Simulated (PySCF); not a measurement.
# CH3F3OSi (SMILES FC(F)(F)O[SiH3]) at 6 levels

We compute a comparison of 6 runs (HF/STO-3G, HF/3-21G, B3LYP/6-31G*, PBE0/def2-SVP, MP2/pcseg-1) of CH3F3OSi. Input form: a Python script.

Program for the calculation: PySCF 2.14.0.

## Step 1: The system as given

CH3F3OSi has 9 atoms, charge 0, and is taken as a singlet. SMILES: `FC(F)(F)O[SiH3]`. Geometry: relaxed at PBE0-D4/def2-TZVP.

Bond lengths: F1–C2 1.338 Å, C2–F3 1.345 Å, C2–F4 1.326 Å, C2–O5 1.328 Å, O5–Si6 1.679 Å, Si6–H7 1.480 Å, Si6–H8 1.481 Å, Si6–H9 1.476 Å. Some angles: F1–C2–F3 106.8°, F1–C2–F4 107.8°, F1–C2–O5 111.9°, F3–C2–F4 107.9°, F3–C2–O5 112.1°, F4–C2–O5 110.1°, C2–O5–Si6 126.7°, O5–Si6–H7 109.6°, O5–Si6–H8 109.5°, O5–Si6–H9 103.9°.

## Step 2: Energy and forces at HF/STO-3G (run 1)

The input, input.py:

```python
# FC(F)(F)O[SiH3]
from pyscf import gto, scf

mol = gto.M(
    atom=[
    ('F', (0.409800, -0.117400, -2.049100)),
    ('C', (0.966000, -0.344900, -0.854000)),
    ('F', (0.679500, -1.617500, -0.527800)),
    ('F', (2.281200, -0.246700, -0.993200)),
    ('O', (0.538000, 0.514800, 0.063400)),
    ('Si', (-0.909400, 0.439800, 0.910200)),
    ('H', (-0.822500, -0.610100, 1.949300)),
    ('H', (-2.018100, 0.154400, -0.028900)),
    ('H', (-1.036200, 1.781400, 1.513000)),
],
    verbose=4,
    max_memory=1860,
    basis='sto-3g',
    spin=0,
    charge=0,
)

hf = scf.RHF(mol)
hf.conv_tol = 1e-10
hf.kernel()
if not hf.converged:
    hf = hf.newton().run(hf.mo_coeff, hf.mo_occ)

energy = hf.e_tot
print('Final energy', energy)
grad = hf.nuc_grad_method().kernel()
hf.analyze()
```

Command:

```console
OMP_NUM_THREADS=1 python input.py
```

The log of the run:

```text
PySCF version 2.14.0

[... 77 lines left out ...]
Total Energy =                        -692.752931975892011
[... 7 lines left out ...]
MO #1   energy= -68.0460072785618  occ= 2
[... 5 lines left out ...]
MO #7   energy= -6.02324302023368  occ= 2
[... 5 lines left out ...]
MO #13  energy= -1.50715215003517  occ= 2
[... 5 lines left out ...]
MO #19  energy= -0.637707524163231 occ= 2
[... 5 lines left out ...]
MO #25  energy= -0.464202958978658 occ= 2
[... 5 lines left out ...]
MO #31  energy= 0.476652759094183  occ= 0
[... 5 lines left out ...]
MO #37  energy= 0.79908822496666   occ= 0
[... 49 lines left out ...]
Dipole moment(X, Y, Z, Debye): -1.75613,  0.25121,  1.31717
```

Run time: 3.9 s. Hardware: 1 thread of Intel Xeon at 2.70GHz, shared host; peak memory 0.12 GiB.

## Step 3: Energy and forces at HF/3-21G (run 2)

The input, start.xyz:

```xyz
9
CH3F3OSi
F      0.409800    -0.117400    -2.049100
C      0.966000    -0.344900    -0.854000
F      0.679500    -1.617500    -0.527800
F      2.281200    -0.246700    -0.993200
O      0.538000     0.514800     0.063400
Si    -0.909400     0.439800     0.910200
H     -0.822500    -0.610100     1.949300
H     -2.018100     0.154400    -0.028900
H     -1.036200     1.781400     1.513000
```

The input, calc.py:

```python
import pyscf.grad
from pyscf import gto

mol = gto.Mole()
mol.atom = 'start.xyz'
mol.basis = '3-21g'
mol.max_memory = 1860
mol.charge = 0
mol.verbose = 4
mol.build()

mf = mol.RHF()
mf.conv_tol = 1e-10
mf.kernel()
if not mf.converged:
    mf = mf.newton().run(mf.mo_coeff, mf.mo_occ)

etot = mf.e_tot
print('Final energy', etot)
grad = mf.Gradients().kernel()
mf.analyze()
```

Command:

```console
OMP_NUM_THREADS=1 python calc.py
```

The log of the run:

```text
PySCF version 2.14.0

[... 85 lines left out ...]
MO #1   energy= -68.3670837583584  occ= 2
[... 8 lines left out ...]
MO #10  energy= -4.26896562417406  occ= 2
[... 8 lines left out ...]
MO #19  energy= -0.740956933359061 occ= 2
[... 8 lines left out ...]
MO #28  energy= -0.504678191582416 occ= 2
[... 8 lines left out ...]
MO #37  energy= 0.442946426323279  occ= 0
[... 8 lines left out ...]
MO #46  energy= 1.32080744179969   occ= 0
[... 8 lines left out ...]
MO #55  energy= 2.35271555648313   occ= 0
[... 8 lines left out ...]
MO #64  energy= 4.78025555379526   occ= 0
[... 76 lines left out ...]
Dipole moment(X, Y, Z, Debye): -2.27740,  0.36347,  1.70332
```

It took 2.7 s on 1 thread of Intel Xeon at 2.70GHz, shared host; peak memory 0.14 GiB.

Runs 3 to 5 aren't shown in full; the table further down has their settings and results.

## Step 4: Energy and forces at MP2/pcseg-1 (run 6)

The input, calc.py:

```python
# FC(F)(F)O[SiH3]
from pyscf import gto, scf, mp

mol = gto.Mole()
mol.atom = '''
F        0.409800      -0.117400      -2.049100
C        0.966000      -0.344900      -0.854000
F        0.679500      -1.617500      -0.527800
F        2.281200      -0.246700      -0.993200
O        0.538000       0.514800       0.063400
Si      -0.909400       0.439800       0.910200
H       -0.822500      -0.610100       1.949300
H       -2.018100       0.154400      -0.028900
H       -1.036200       1.781400       1.513000
'''
mol.max_memory = 1860
mol.basis = 'pcseg-1'
mol.verbose = 4
mol.charge = 0
mol.build()

myscf = scf.RHF(mol)
myscf.conv_tol = 1e-10
myscf.kernel()
if not myscf.converged:
    myscf = myscf.newton().run(myscf.mo_coeff, myscf.mo_occ)

pt = mp.MP2(myscf, frozen=10).run()
e_final = pt.e_tot
print('Final energy', e_final)
grad = pt.nuc_grad_method().kernel()
myscf.analyze()
```

Command:

```console
OMP_NUM_THREADS=1 python calc.py
```

The log of the run:

```text
PySCF version 2.14.0

[... 88 lines left out ...]
Two-electron Coulomb Energy =          675.836494900977755
[... 14 lines left out ...]
MO #12  energy= -1.66396149556225  occ= 2
[... 12 lines left out ...]
MO #25  energy= -0.657434492206266 occ= 2
[... 12 lines left out ...]
MO #38  energy= 0.395228787029703  occ= 0
[... 12 lines left out ...]
MO #51  energy= 1.10175527930211   occ= 0
[... 12 lines left out ...]
MO #64  energy= 1.59202926968113   occ= 0
[... 12 lines left out ...]
MO #77  energy= 2.30963224433316   occ= 0
[... 12 lines left out ...]
MO #90  energy= 2.79776680914723   occ= 0
[... 12 lines left out ...]
MO #103 energy= 3.73973120592754   occ= 0
[... 115 lines left out ...]
Dipole moment(X, Y, Z, Debye): -2.01487,  0.48868,  1.64464
```

It took 27 s on 1 thread of Intel Xeon at 2.70GHz, shared host; peak memory 0.78 GiB.

## Step 5: Overview of the runs

| run | level | integration grid | Cartesian functions | energy (Eh) | dipole moment (D) of the reference | HOMO energy (eV) | LUMO energy (eV) | wall time |
| --- | --- | --- | --- | --- | --- | --- | --- | --- |
| 1 | HF/STO-3G | – | no | -692.752932 | 2.21 | -10.20 | 12.11 | 3.9 s |
| 2 | HF/3-21G | – | no | -698.016261 | 2.87 | -13.42 | 3.64 | 2.7 s |
| 3 | B3LYP/6-31G* (spherical functions) | 5 | no | -704.183220 | 2.05 | -9.25 | -0.02 | 43 s |
| 4 | B3LYP/6-31G* (Cartesian functions) | 5 | yes | -704.188977 | 2.05 | -9.25 | -0.03 | 56 s |
| 5 | PBE0/def2-SVP | 5 | no | -703.266028 | 2.23 | -9.69 | 0.24 | 48 s |
| 6 | MP2/pcseg-1 | – | no | -702.586889 | 2.65 | -13.54 | 2.72 | 27 s |

## Step 6: Outcome

| quantity | value |
| --- | --- |
| run 6: total energy | -702.58689 Eh |
| run 6: dipole moment (Hartree–Fock density) | 2.65 D |
| run 6: HOMO energy (Hartree–Fock orbitals) | -13.54 eV |
| run 6: LUMO energy (Hartree–Fock orbitals) | 2.72 eV |
| run 6: HOMO–LUMO gap (Hartree–Fock orbitals) | 16.26 eV |
| run 6: correlation energy (10 core orbitals frozen) | -950.2 mEh |
| run 6: largest force on an atom | 1.246 eV/Å |

Over runs 1, 2, 3, 4, 5 the dipole moment (its size) runs from 2.05 D (B3LYP/6-31G*) to 2.87 D (HF/3-21G). The two ends differ in method and basis. Over runs 1, 2, 3, 4, 5 the HOMO–LUMO gap runs from 9.22 eV (B3LYP/6-31G*) to 22.31 eV (HF/STO-3G). Totals of different functionals can't be ranked against each other. In run 1 the basis is minimal, so the values are rough. All runs together took 3 min, the longest 56 s.
